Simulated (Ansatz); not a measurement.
# C: relaxation and properties

This session takes C and sets out to relax cell and atoms, see whether it has a gap, which orbitals make up the states near it and how charge is shared and get the carriers' masses.

A COD entry behind a cell of this session may itself be a prediction, so a difference from it is no test against experiment.

Computed with Ansatz 0.2.0 (DFT r2SCAN, scalar-relativistic, plane waves, PAW, unless a step's input says otherwise).

## 1. The system as given

The structure is hexagonal, space group P6_3/mmc (No. 194). Conventional cell: a = 2.522 Å, b = 2.522 Å, c = 12.356 Å, α = 90.00°, β = 90.00°, γ = 120.00°. Around C (site symmetry 3m) lie 4 C at 1.54 Å.

As a file:

```cif
data_structure
_symmetry_space_group_name_H-M 'P6_3/mmc'
_symmetry_Int_Tables_number 194
_cell_length_a 2.5221
_cell_length_b 2.5221
_cell_length_c 12.3557
_cell_angle_alpha 90.000
_cell_angle_beta 90.000
_cell_angle_gamma 120.000
_cell_volume 68.06
loop_
_atom_site_label
_atom_site_type_symbol
_atom_site_symmetry_multiplicity
_atom_site_Wyckoff_symbol
_atom_site_fract_x
_atom_site_fract_y
_atom_site_fract_z
_atom_site_occupancy
C1 C 4 e 0.00000 0.00000 0.18750 1
C2 C 4 f 0.33333 0.66667 0.52083 1
C3 C 4 f 0.33333 0.66667 0.64583 1
```

The structure comes from the Crystallography Open Database.

(A quick probe on a coarse mesh, which set the mesh and smearing, is not shown.)

## 3. The relaxation

input.yaml reads:

```yaml
crystal:
  lattice:
    - [2.5221, 0.0, 0.0]
    - [-1.26105, 2.1842026709, 0.0]
    - [0.0, 0.0, 12.3557]
  atoms:
    - { symbol: C, position: [0.0, 0.0, 0.1875] }
    - { symbol: C, position: [0.0, 0.0, 0.6875] }
    - { symbol: C, position: [0.0, 0.0, 0.3125] }
    - { symbol: C, position: [0.0, 0.0, 0.8125] }
    - { symbol: C, position: [0.3333333333, 0.6666666667, 0.52083] }
    - { symbol: C, position: [0.6666666667, 0.3333333333, 0.02083] }
    - { symbol: C, position: [0.3333333333, 0.6666666667, 0.97917] }
    - { symbol: C, position: [0.6666666667, 0.3333333333, 0.47917] }
    - { symbol: C, position: [0.3333333333, 0.6666666667, 0.64583] }
    - { symbol: C, position: [0.6666666667, 0.3333333333, 0.14583] }
    - { symbol: C, position: [0.3333333333, 0.6666666667, 0.85417] }
    - { symbol: C, position: [0.6666666667, 0.3333333333, 0.35417] }
basis:
  ecutwfc: 500
kpoints:
  mp_grid: { grid: [12, 12, 2] }
hamiltonian:
  xc: r2scan
scf:
  occupations: { method: gaussian, width: 0.02 }
output:
  forces: true
  stress: true
  eigenvalues: true
  write_density: true
  write_potential: true
  elf: true
  volumetric_format: npy
relax:
  adjacent_minimum: "off"
  f_tol: 0.005
  max_steps: 80
  cell: { stress_tol: 0.05 }
```

On the command line:

```bash
$ ansatz run input.yaml --threads 2 --pin off --max-ram 5120MiB --backend cpu --events-out ev --progress --plain --runs-dir out
```

Further runs follow: electronic structure at the relaxed geometry; band edges anywhere in the zone; levels beside the edges.

**Question.** What will these runs give? Wanted: relaxed cell; volume; gap; gap over the zone; valence top, conduction bottom; hole masses; electron masses.

**Answer**, as computed:

```
                                     quantity                                                                        value
                                 relaxed cell  a = 2.512 Å, b = 2.512 Å, c = 12.392 Å, α = 90.00°, β = 90.00°, γ = 120.00°
                         space group (0.01 Å)                                                           P6_3/mmc (No. 194)
                                       volume                                                                 5.64 Å³/atom
                                          gap                                                4.67 eV, indirect on the path
                            gap over the zone                                                            4.66 eV, indirect
valence top, conduction bottom (fractional k)                                 (0.000, 0.000, 0.000), (0.000, 0.367, 0.000)
                                  hole masses                                 0.26 to 0.75 m0 along the directions sampled
                              electron masses                                 0.23 to 1.27 m0 along the directions sampled
```

What this shows: Relaxation left the volume within 0.5 % of the start. The gap is 4.67 eV, with the valence top at Γ and the conduction bottom between Γ and M on the path. Of the projected weight, the top eV of the valence band is C 2p (99 %), and the lowest eV of the conduction band C 2p (59 %) and C 2s (41 %). The curvatures give 0.23 to 1.27 m0 for electrons and 0.26 to 0.75 m0 for holes. These cover the sampled directions only.
